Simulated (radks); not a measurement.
# O⁻ inside a hard spherical wall

The task here is to estimate one member of a computed series from the others.

Method: scalar-relativistic Kohn-Sham, PBE, spin-polarised, spherical densities, point nucleus; open shells are filled with parallel spins first. Code: radks (a radial shooting solver on a logarithmic mesh, Libxc functionals) version 1.

## The system

| Quantity | Value |
| --- | --- |
| element | oxygen (Z = 8) |
| charge | -1 |
| electrons | 9 |
| configuration | [He] 2s2 2p5 |

Outer shells as boxes (Hund's rule):

O⁻
```
[He] core
2s [↑↓]
2p [↑↓][↑↓][↑ ]
```

The first run:

Settings of this run:

```text
Z 8
configuration [He] 2s2 2p5 3s0 3p0 3d0
relativity scalar-relativistic
functional pbe,pbe
spin polarised
nucleus point
wall 20 bohr
c 137.035999084
```

Steps of the session up to this table: Wall at 20 bohr; Wall at 15 bohr; Wall at 12 bohr; Wall at 7 bohr; Wall at 6 bohr; Wall at 5 bohr; Wall at 3.5 bohr; Wall at 2.5 bohr.

One table of the session follows, with a row left open; its other results are not shown here.

```
R (bohr)  E − E(widest) (eV)  ε(2p) (eV)  ε(3s, empty) (eV)  ε(3p, empty) (eV)  ε(3d, empty) (eV)
      20               0.000       0.435              2.381              2.590              2.939
      15               0.027       0.862              3.178              3.621              4.271
      12               0.049       1.081              3.947              4.705              5.708
       7               0.295       1.946              7.806             10.201             12.413
       6                   ?           ?                  ?                  ?                  ?
       5               1.360       3.605             14.405             18.630             20.977
     3.5               7.361       8.578             32.816             38.832             37.690
     2.5              33.897      21.427             78.742             83.039             68.674
```

Q: Estimate the row for R (bohr) = 6 from the others.

Worked estimate for «E − E(widest) (eV)». A straight line through the neighbours (7, 0.295) and (5, 1.360) gives 0.295 + (1.360 − 0.295) × (6 − 7) / (5 − 7) = 0.828; a parabola fitted to 4 rows on both sides gives 0.854.

The run gave: E − E(widest) (eV): 0.583; ε(2p) (eV): 2.510; ε(3s, empty) (eV): 10.120; ε(3p, empty) (eV): 13.288; ε(3d, empty) (eV): 15.742. In «E − E(widest) (eV)» the line misses by +0.245 and the parabola by +0.271.

From R = 20 bohr inwards the highest occupied level lies above zero, in an anion first from self-interaction, then from the wall. Shells are not refilled when levels cross, and a hard wall is a model, not a crystal.
